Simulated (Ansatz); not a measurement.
**Si: properties at the relaxed cell**

One table from this session's results is given with a row withheld; the runs are named, their logs left out.

This is Si in the hcp structure; at room conditions it is diamond.

Method: DFT r2SCAN, scalar-relativistic, plane waves, PAW, in Ansatz 0.2.0.

1 further run of the same task is left out (set aside as unsound or not needed).

### The starting structure

The structure is hexagonal, space group P6_3/mmc (No. 194). Conventional cell: a = 2.639 Å, b = 2.639 Å, c = 4.553 Å, α = 90.00°, β = 90.00°, γ = 120.00°. Si (site symmetry -6m2) has 12 Si at 2.64 to 2.74 Å as nearest neighbours.

Coordinates:

```
CELL_PARAMETERS angstrom
2.63919 0.00000 0.00000
-1.31960 2.28561 0.00000
0.00000 0.00000 4.55316
ATOMIC_POSITIONS crystal
Si 0.33333 0.66667 0.25000
Si 0.66667 0.33333 0.75000
```

It goes back to an entry of the Materials Project, which need not be the stable form.

It is the result of an earlier relaxation at this level (volume 13.73 Å³/atom; gap on the mesh: none (metal)).

The first run:

Input file input.yaml:

```yaml
crystal:
  lattice:
    - [2.6125345858, 0.0, 0.0]
    - [-1.3062672929, 2.2625213195, 0.0]
    - [0.0, 0.0, 4.5071626487]
  atoms:
    - { symbol: Si, position: [0.3333333333, 0.6666666667, 0.25] }
    - { symbol: Si, position: [0.6666666667, 0.3333333333, 0.75] }
basis:
  ecutwfc: 500
kpoints:
  mp_grid: { grid: [18, 18, 10] }
hamiltonian:
  xc: r2scan
scf:
  occupations: { method: gaussian, width: 0.1 }
output:
  forces: true
  stress: true
  eigenvalues: true
  write_density: true
  write_potential: true
  elf: true
  volumetric_format: npy
relax:
  adjacent_minimum: "off"
  f_tol: 0.01
  max_steps: 30
  cell: { stress_tol: 0.1, fix: [volume] }
```

Started as:

```bash
$ ansatz run input.yaml --threads 1 --pin off --max-ram 2560MiB --backend cpu --events-out ev --progress --plain --runs-dir out
```

Among the steps run: Volume × 0.97; The cell scaled to 1.03 of its volume; Volume × 0.94; Volume × 1.06; Volume × 0.91; The cell scaled to 1.10 of its volume; Volume × 0.88.

One of the session's tables, all rows but one given; the rest of the session is left out.

It belongs to the step «Fit of the equation of state». 

| volume (Å³/atom) | energy above the lowest point (meV/atom) | pressure (GPa) |
| --- | --- | --- |
| 12.085 | 71.0 | 16.06 |
| 12.497 | 36.9 | 10.68 |
| 12.909 | 15.4 | 6.32 |
| 13.321 | 3.7 | 2.86 |
| 13.733 | 0.0 | 0.00 |
| 14.145 | 3.3 | -2.54 |
| 14.557 | ? | ? |
| 15.106 | 32.7 | -6.95 |

**Question.** Estimate the row for volume (Å³/atom) = 14.557.

Worked estimate for «energy above the lowest point (meV/atom)». A straight line through the neighbours (14.145, 3.3) and (15.106, 32.7) gives 3.3 + (32.7 − 3.3) × (14.557 − 14.145) / (15.106 − 14.145) = 15.9; a parabola fitted to 3 rows on both sides gives 12.2.

As computed: energy above the lowest point (meV/atom): 12.7; pressure (GPa): -4.64. In «energy above the lowest point (meV/atom)» the line misses by +3.2 and the parabola by -0.5.
